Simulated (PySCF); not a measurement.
**Ga₂F⁺: singlet, from a bent start**

The task is one start of a wider search on Ga₂F⁺: the singlet, from a bent start. It is relaxed, tested by its Hessian and followed downhill if it is a saddle.

The runs use PySCF 2.14.0; PBE0, basis F def2-TZVP, Ga def2-TZVP, no relativity, density fitting.

### Step 1. Where the work starts

3 atoms, charge 1, spin multiplicity 1.

Bond lengths: F1–Ga2 1.842 Å, F1–Ga3 1.842 Å. Angles: Ga2–F1–Ga3 110.0°.

Coordinates in bohr (charge 1 multiplicity 1):
```
F     0.0000    0.0000    0.0000
Ga    2.8520    0.0000    1.9971
Ga   -2.8520    0.0000    1.9971
```

### Step 2. First SCF at the start

One driver script runs all steps and calls PySCF; scf.py shows how it sets up the SCF of each step. The optimiser is the driver's own. After this first run the driver tries any further starts and a stability analysis.

Input file scf.py:

```python
from pyscf import gto, scf, dft
mol = gto.M(atom='''
F      0.000000     0.000000     0.000000
Ga     1.509200     0.000000     1.056800
Ga    -1.509200     0.000000     1.056800''',
    basis={'F': 'def2-TZVP', 'Ga': 'def2-TZVP'},
    charge=1, spin=0)
mf = dft.RKS(mol, xc='PBE0')
mf.grids.atom_grid = (50, 194)
aux = {'F': 'def2-universal-JKFIT', 'Ga': 'def2-universal-JKFIT'}
mf = mf.density_fit(auxbasis=aux)
mf.conv_tol = 1e-08
mf.diis_space = 10
mf.max_cycle = 60
mf.init_guess = 'minao'
mf.verbose = 4
mf.kernel()
```

On the command line:

```bash
$ OMP_NUM_THREADS=2 python axn.py task.json out
```

After this run come: Bent start, singlet: relaxation; Hessian and properties.

What does the calculation give? Wanted: minimum; geometry; wavenumbers; dipole moment; highest occupied, lowest empty level; polar-tensor charge of F1; zero-point energy.

**Answer**, as computed:

```
                            quantity                              value
                             minimum                       singlet, D∞h
                            geometry  F–Ga 2.006 Å (×2); Ga–F–Ga 180.0°
                  wavenumbers (cm⁻¹)      93 (πu), 190 (σg+), 392 (σu+)
      dipole moment (centre of mass)                             0.00 D
highest occupied, lowest empty level                   -12.84, -6.11 eV
           polar-tensor charge of F1                            -1.01 e
                   zero-point energy                         4.6 kJ/mol
                 entropy at 298.15 K                    291.4 J/(mol K)
```

**Reading.** The bent start (C2v) ends in a minimum of D∞h symmetry. The strongest infrared band lies at 392 cm⁻¹ (σu+). Other starts or spin states, not run here, may lie lower.
